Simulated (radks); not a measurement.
# Ne⁺ in [He] 2s2 2p5: an all-electron calculation

An exercise on one series of results from a longer session: the logs are not shown, and one member is left open.

The numbers are computed with radks (a radial shooting solver on a logarithmic mesh, Libxc functionals) version 1 (Dirac Kohn-Sham, revPBE, spin-unpolarised, spherical densities, finite nucleus; open shells fill j = l - 1/2 first), except any that are marked as measured or tabulated.

### The atom as given

| Quantity | Value |
| --- | --- |
| element | neon (Z = 10) |
| charge | +1 |
| electrons | 9 |
| configuration | [He] 2s2 2p5 |
| nuclear rms radius | 3.0055 fm |

Set-up of the first run:

Settings of this run:

```text
Z 10
configuration [He] 2s2 2p5 3s0 3p0 3d0
relativity Dirac
functional pbe_r,pbe
spin unpolarised
j_filling energy
nucleus finite rms 3.0055 fm
c 137.035999084
```

Command:

```bash
$ python run_ks.py task.json out
```

All runs below come from this command, one after another.

One of the session's tables, all rows but one given; the rest of the session is left out.

It belongs to the step «Radial structure». Sizes of the orbitals, from the radial functions (bohr):

| level | <r> | outermost maximum (interpolated) | 90 % within |
| --- | --- | --- | --- |
| 1s1/2 | 0.1578 | 0.103 | 0.282 |
| 2s1/2 | 0.8629 | 0.672 | 1.38 |
| 2p1/2 | ? | ? | ? |
| 2p3/2 | 0.8841 | 0.605 | 1.52 |

Q: Estimate the row for 2p1/2 from the others.

As computed: <r>: 0.8820; outermost maximum (interpolated): 0.604; 90 % within: 1.52. In the column «<r>» it lies between 2s1/2 (0.8629) and 2p3/2 (0.8841).

Caveats from the session: Spin polarisation and multiplet splitting are left out.
